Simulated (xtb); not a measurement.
**GFN2-xTB run of AlSnH5S (SMILES [AlH2][S][SnH3])**

We compute a structure relaxation of AlSnH5S. 

Program for the calculation: xtb 6.7.1 later snapshot.

4 further runs of the same task are left out: 4 set aside as unsound or not needed.

### Step 1. The structure to begin with

AlSnH5S has 8 atoms, charge 0, and is taken as a singlet. As SMILES, `[AlH2][S][SnH3]`. The shape comes from GFN2-xTB, which is rough for such elements, and wasn't checked as a minimum. The run starts from this shape.

Bond lengths: Al1–S2 2.174 Å, S2–Sn3 2.408 Å, Al1–H4 1.536 Å, Al1–H5 1.535 Å, Sn3–H6 1.678 Å, Sn3–H7 1.667 Å, Sn3–H8 1.678 Å. Angles: Al1–S2–Sn3 114.8°, S2–Al1–H4 120.5°, S2–Al1–H5 120.4°, S2–Sn3–H6 112.0°, S2–Sn3–H7 102.7°, S2–Sn3–H8 112.0°, H4–Al1–H5 119.1°, H6–Sn3–H7 110.5°, H6–Sn3–H8 109.1°, H7–Sn3–H8 110.4°.

### Step 2. A geometry optimisation at GFN2-xTB

coord reads:

```
$coord
     -2.221316367714      1.997856253477     -2.823647672677  al
     -2.362327731133      0.106353786294      0.821501740897  s
      1.617397692806     -1.564485361316      2.263873000040  sn
     -2.671959356653      0.509375676893     -5.273961052173  h
     -1.780159803920      4.861660606302     -2.973616337927  h
      2.766936991677     -3.765846221154      0.292454015047  h
      0.861412756649     -2.855678530489      5.035194156327  h
      3.790015818288      0.710744892733      2.658221047727  h
$end
```

The run is started by

```sh
$ xtb coord --opt vtight > run.log
```

What values should one expect? Wanted: total energy at the end; dipole moment; HOMO energy; LUMO energy; HOMO–LUMO gap; dispersion energy; mean polarisability.

Answer, from the run:

Level: GFN2-xTB.

| quantity | value |
| --- | --- |
| total energy at the end | -8.99617 Eh |
| dipole moment | 1.67 D |
| HOMO energy | -10.83 eV |
| LUMO energy | -7.02 eV |
| HOMO–LUMO gap | 3.81 eV |
| dispersion energy | -13.20 kJ/mol |
| mean polarisability (D4 model) | 90.1 bohr³ |

At the final geometry: Bond lengths: Al1–S2 2.174 Å, S2–Sn3 2.408 Å, Al1–H4 1.536 Å, Al1–H5 1.536 Å, Sn3–H6 1.678 Å, Sn3–H7 1.667 Å, Sn3–H8 1.678 Å. Angles: Al1–S2–Sn3 114.8°, S2–Al1–H4 120.5°, S2–Al1–H5 120.4°, S2–Sn3–H6 112.0°, S2–Sn3–H7 102.6°, S2–Sn3–H8 112.0°, H4–Al1–H5 119.1°, H6–Sn3–H7 110.5°, H6–Sn3–H8 109.1°, H7–Sn3–H8 110.5°. The optimisation took 10 steps and changed the energy by -0.000 eV.
